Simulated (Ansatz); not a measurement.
# GeAs (sextet): wave-function methods side by side, cc-pVTZ

An exercise on one series of results from a longer session: the logs are not shown, and one member is left open.

Method: cc-pVTZ, core rule «outside noble gas», up to 28 orbitals frozen; program: Ansatz 0.2.0, Gaussian basis.

Plan: UHF; CCSD(T) on ROHF; CCSD(T) on UHF; BCCD(T) on ROHF; CISD as a restricted active space (open shells left free, so some higher excitations enter); CCSDT(Q) on ROHF; CCSDT(Q) on UHF; CASSCF and MRCISD+Q, 9 electrons in 8 orbitals; CASSCF and NEVPT2, 9 electrons in 8 orbitals.

15 further runs of the same task are left out: 4 that didn't finish, 11 set aside as unsound or not needed. Runs told in other sessions of the task aren't counted.

## The system

The geometry is a PBE0/def2-TZVP stationary point (not a proven minimum) of the parent state, kept for this charge and spin. No spin-orbit coupling is included. The filled d shell of Ge, As may be among the frozen orbitals whatever the setting's name suggests.

2 atoms, charge 0, spin multiplicity 6.

Atoms are counted from 1 here; the program's logs count them from 0.

Bond lengths: Ge1–As2 2.531 Å.

The first run:

Input file in.yaml:

```yaml
crystal:
  periodic: [false, false, false]
  atoms:
    - {symbol: Ge, position_ang: [0.000000, 0.000000, 0.000000]}
    - {symbol: As, position_ang: [0.000000, 0.000000, 2.531100]}
basis:
  gaussian: {orbitals: cc-pVTZ}
magnetization: {spin_polarized: true, initial_magnetization: 5}
hamiltonian: {xc: hf}
output: {orbitals: {seedname: orbitals}}
```

Launch:

```console
> ansatz run in.yaml --threads 1 --pin off --events-out ev --progress --plain --max-ram 2393MiB
```

Among the steps run: UHF; CCSD(T) on ROHF; CCSD(T) on UHF; BCCD(T) on ROHF; CISD as a restricted active space (open shells left free, so some higher excitations enter); CCSDT(Q) on ROHF; CCSDT(Q) on UHF; CASSCF and MRCISD+Q, 9 electrons in 8 orbitals; CASSCF and NEVPT2, 9 electrons in 8 orbitals.

One of the session's tables, all rows but one given; the rest of the session is left out.

It belongs to the step «Misses and costs». 

```
          method  from RCCSDT(Q) (meV)
            ROHF               +4799.4
             UHF               +4638.5
            RMP2                +906.6
            UMP2                +917.8
            CISD                +376.7
           RCCSD                +240.3
           UCCSD                +207.1
        RCCSD(T)                 +41.9
        UCCSD(T)                 +11.3
         BCCD(T)                 +42.2
          RCCSDT                  +9.2
          UCCSDT                 -22.4
       RCCSDT(Q)                     0
       UCCSDT(Q)                     ?
  CASSCF valence               +4281.0
  NEVPT2 valence                +905.1
  MRCISD valence                +409.8
MRCISD+Q valence                 +52.5
```

Q: Estimate the row for UCCSDT(Q) from the others.

As computed: from RCCSDT(Q) (meV): -31.6. In the column «from RCCSDT(Q) (meV)» it is the lowest.

Limits of these values: Restricted and unrestricted rows rest on different reference determinants; a gap between their highest levels can come from leftover correlation error, from unlike frozen cores or from another state.
